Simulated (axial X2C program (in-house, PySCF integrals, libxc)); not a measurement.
**TcB⁻: EOM-EA-CCSD levels**

Aim: EOM-EA-CCSD levels of TcB⁻, with spin–orbit coupling in the Hamiltonian from the start.

Method: two-component X2C with atomic mean-field terms, Tc dyall-acv3z, B dyall-av3z; program: an in-house X2C program for linear molecules on PySCF integrals.

All values are calculated.

### Step 1. The job

task.json

```json
{"zs": [43, 5], "q": -1, "bas": ["dyall-acv3z", "dyall-av3z"], "r0": 2.13, "eom": "ea", "thr": -2.0, "nmax": 92, "grid": [1, 0.96, 1.045, 0.92, 1.09, 1.15], "rq": 0}
```

Keys: zs atomic numbers; q charge; bas basis sets; r0 starting distance in Å; eom kind of EOM run; thr threshold in hartree for freezing inner shells (an s shell follows its p shell); nmax most natural virtual spinors; grid distances as factors.

Command:

```
python soeom.py task.json out
```

Further steps of the session: EOM-EA-CCSD at 1.822 Å.

What does the calculation give? Wanted: next root led by one particle; T1 of the reference; lowest state, Re and ωe.

**Answer**, as computed:

| quantity | value |
| --- | --- |
| lowest root at 1.822 Å | Ω = 1/2, 1.016 eV |
| next root led by one particle | Ω = 1/2, about 9350 cm⁻¹ higher |
| T1 of the reference | 0.044 |
| lowest state, Re and ωe | 1.746 Å, 930 cm⁻¹ |

The added electron is bound by 1.02 eV in a spinor of 45% Tc sσ, 26% Tc pσ, 22% B pσ. The closed-shell reference lies 1.17 eV above the lowest determinant found, so these energies count from an excited configuration. Errors of 0.1 to 0.3 eV are usual at this size, and roots led by higher excitations are left out, so the list is incomplete, and low states of that kind can be missing. T1 or the largest double amplitude of the reference is raised, which lowers the reliability. The bond is 0.029 Å longer than in the closed-shell reference at CCSD (1.718 Å).
